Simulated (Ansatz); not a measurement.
# C₂H₄ClOSi radical: a ladder of functionals and wavefunction methods

How much do the methods differ for C₂H₄ClOSi radical? The plan is to run it at one geometry with functionals of several rungs and with coupled cluster. The yardstick is the atomisation energy at the CCSD(T) limit.

Program: Ansatz 0.2.0, Gaussian basis. Level of theory: functionals in def2-TZVPP, the program's frozen cores in correlated methods. These are calculated values, not measurements.

Plan: LDA (SPW92), PBE-D4, revPBE-D4, BLYP-D4, r2SCAN-D4, B97M-V, PBE0-D4, B3LYP-D4, r2SCANh-D4, r2SCAN0-D4, HSE06-D4, BHLYP-D4, CAM-B3LYP-D4, LC-ωPBE, ωB97X-V, ωB97M-V, B2PLYP, PBE-QIDH; CCSD(T)/def2-SVP; CCSD(T)/def2-TZVPP; MP2/def2-QZVPP; extrapolation to the limit; RPA on PBE.

### 1 The geometry

All runs share one geometry, relaxed beforehand with PBE0-D4 in a triple-zeta def2 set.

SMILES `C=C[Si](O)Cl`, 9 atoms, charge 0, spin multiplicity 2.

Atoms are counted from 1 here; the program's logs count them from 0.

Bond lengths: C1–C2 1.332 Å, C1–H6 1.085 Å, C1–H7 1.086 Å, C2–Si3 1.844 Å, C2–H8 1.087 Å, Si3–O4 1.643 Å, Si3–Cl5 2.071 Å, O4–H9 0.959 Å. Angles: C2–C1–H6 121.6°, C2–C1–H7 121.8°, H6–C1–H7 116.6°, C1–C2–Si3 122.4°, C1–C2–H8 119.7°, Si3–C2–H8 117.8°, C2–Si3–O4 106.9°, C2–Si3–Cl5 110.0°, O4–Si3–Cl5 111.1°, Si3–O4–H9 117.7°.

### 2 LDA

This LDA is Slater exchange with PW92 correlation.

in.yaml reads:

```yaml
crystal:
  periodic: [false, false, false]
  atoms:
    - {symbol: C, position_ang: [-0.625414, -1.352902, -0.528805]}
    - {symbol: C, position_ang: [-0.206910, -0.751831, 0.583996]}
    - {symbol: Si, position_ang: [0.841748, 0.764136, 0.553203]}
    - {symbol: O, position_ang: [0.752327, 1.377410, -0.968398]}
    - {symbol: Cl, position_ang: [0.154778, 2.130670, 1.950154]}
    - {symbol: H, position_ang: [-0.407323, -0.946495, -1.511221]}
    - {symbol: H, position_ang: [-1.210267, -2.267875, -0.499439]}
    - {symbol: H, position_ang: [-0.436263, -1.190937, 1.552101]}
    - {symbol: H, position_ang: [1.225923, 2.191323, -1.148689]}
basis:
  gaussian: {orbitals: def2-TZVPP}
magnetization: {spin_polarized: true, initial_magnetization: 1}
hamiltonian: {xc: lda}
output: {orbitals: {seedname: orbitals}}
```

The run is started by

```sh
ansatz run in.yaml --threads 4 --pin off --events-out ev --progress --plain --max-ram 10444MiB
```

The runs that follow: PBE-D4 (GGA); revPBE-D4 (GGA); BLYP-D4 (GGA); r2SCAN-D4 (meta-GGA); B97M-V (meta-GGA); B3LYP-D4 (hybrid); r2SCANh-D4 (hybrid); r2SCAN0-D4 (hybrid); HSE06-D4 (hybrid); BHLYP-D4 (hybrid); CAM-B3LYP-D4 (range-separated); LC-ωPBE (range-separated); ωB97X-V (range-separated); ωB97M-V (range-separated); B2PLYP (double hybrid); PBE-QIDH (double hybrid); CCSD(T) in def2-SVP; CCSD(T) in def2-TZVPP; MP2 in def2-QZVPP; RPA on PBE orbitals.

Before running them: what should the planned runs give, taken together? Wanted: atomisation energy, CCSD(T)/CBS; farthest beyond LDA; mean size of error, GGA; mean size of error, meta-GGA; mean size of error, hybrid; mean size of error, range-separated; mean size of error, double hybrid; gap, smallest and largest; T1 diagnostic.

As calculated:

| quantity | value |
| --- | --- |
| atomisation energy, CCSD(T)/CBS | 36.265 eV |
| functionals within 0.181 eV (0.5 %) | revPBE-D4, BLYP-D4, B97M-V, PBE0-D4, B3LYP-D4, r2SCANh-D4, CAM-B3LYP-D4, LC-ωPBE, ωB97X-V, ωB97M-V, PBE-QIDH |
| farthest beyond LDA | BHLYP-D4 (-1.209 eV) |
| mean size of error, GGA | 0.314 eV |
| mean size of error, meta-GGA | 0.251 eV |
| mean size of error, hybrid | 0.339 eV |
| mean size of error, range-separated | 0.074 eV |
| mean size of error, double hybrid | 0.286 eV |
| gap, smallest and largest | 1.08 eV (LDA (SPW92)), 8.50 eV (LC-ωPBE) |
| T1 diagnostic | 0.0220 |
| triples share of the correlation energy | 4.1 % |

**Reading.** LDA overbinds by 5.426 eV (15 %). PBE-D4 misses by +0.933 eV. Double hybrids carry the basis error of their MP2 part in triple zeta, and no dispersion term here, so their miss is partly the set-up's. By mean error the best rung here is range-separated (0.074 eV) and the worst beyond LDA is hybrid (0.339 eV). GGA functionals lie within the reference's doubt of that worst mean (0.314 eV), so those two tie. The mean of the hybrids holds BHLYP, with half exact exchange. The reference freezes the cores and leaves out relativity and excitations past (T), so misses under about 0.181 eV can't be ranked. Hartree-Fock recovers 73 % of the binding; the rest is correlation. CCSD(T) in def2-SVP is off by -2.472 eV, worse than the median functional, from the basis alone. Orbital gaps span 1.1 to 8.5 eV; exact exchange widens them.
